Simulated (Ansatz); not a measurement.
Working through cell relaxations under several functionals of TiH, space group Fm-3m

Program: Ansatz's Python interface.

Notebook, run cell by cell (the value of a cell's last expression is shown):

In [1]:
```python
import ansatz as az
import numpy as np
```

In [2]:
```python
def edges_and_angles(cell):
    cell = np.asarray(cell)
    a, b, c = np.linalg.norm(cell, axis=1)
    cosines = cell[1] @ cell[2] / (b * c), cell[0] @ cell[2] / (a * c), cell[0] @ cell[1] / (a * b)
    return (a, b, c, *np.degrees(np.arccos(cosines)))

lattice = az.Lattice.of(
    [0.0, 2.089697, 2.089697],
    [2.089697, 0.0, 2.089697],
    [2.089697, 2.089697, 0.0],
)
sites = [
    ('Ti', [0.0, 0.0, 0.0]),
    ('H', [0.5, 0.5, 0.5]),
]
crystal = az.Crystal(lattice=lattice)
for symbol, position in sites:
    crystal = crystal.atom(symbol, position)
```

In [3]:
```python
[site.symbol for site in crystal.resolved().sites]
```
Out [3]:
```text
['Ti', 'H']
```

In [4]:
```python
calc = (
    crystal.calculation()
    .occupations(az.OccupationsMethod.FERMI_DIRAC, width=0.05)
    .kpoints(mesh=(11, 11, 11))
    .basis(38 * az.Ry)
    .relax(cell=True)
)
```

In [5]:
```python
levels = [('pbesol', 'none'), ('lda', 'none'), ('blyp', 'd3bj')]
print('level            a       b       c    alpha   beta  gamma  V/atom  steps')
for name, dispersion in levels:
    seen = []
    run = calc.functional(name, dispersion=dispersion).session().plan()
    out = run.execute(on_event=lambda e: seen.append(e) if e['event'] == 'relax_step' else None)
    cell = out.lattice.cell_ang
    label = name if dispersion == 'none' else f'{name}+{dispersion}'
    print('{:13s} {:7.4f} {:7.4f} {:7.4f} {:6.2f} {:6.2f} {:6.2f}'.format(label, *edges_and_angles(cell)), f'{abs(np.linalg.det(cell)) / len(out.lattice.sites):7.3f} {len(seen):5d}')
```
```text
level            a       b       c    alpha   beta  gamma  V/atom  steps
pbesol         2.9310  2.9310  2.9310  60.00  60.00  60.00   8.902     5
lda            2.9019  2.9019  2.9019  60.00  60.00  60.00   8.640     5
blyp+d3bj      2.8744  2.8744  2.8744  60.00  60.00  60.00   8.397     6
```

From smallest to largest: BLYP+D3BJ (8.40 Å³ an atom, -8.0 % against the start), LDA (8.64 Å³ an atom, -5.3 % against the start) and PBEsol (8.90 Å³ an atom, -2.4 % against the start). The spread is 6.0 % in volume.

Caveats:
- Forces vanish by symmetry, so the ions can't move, and the end may be a saddle.
- BLYP and dispersion corrections can be off by several per cent in the lattices of metals, and by several GPa in the pressure at a fixed cell.
- For a metal this k-point mesh is coarse: on a finer one energies can move by several to tens of meV an atom and pressures by half a GPa or more, differences at one mesh by less.
- Edges and angles are those of the cell as typed, here a primitive one, not of the conventional cell.
- The structure comes from a database of computed cells and needn't be a stable or known phase.
- Run time: 12 s on 1 thread of Arm Neoverse V2, with other jobs on the host, peak memory 0.39 GiB.
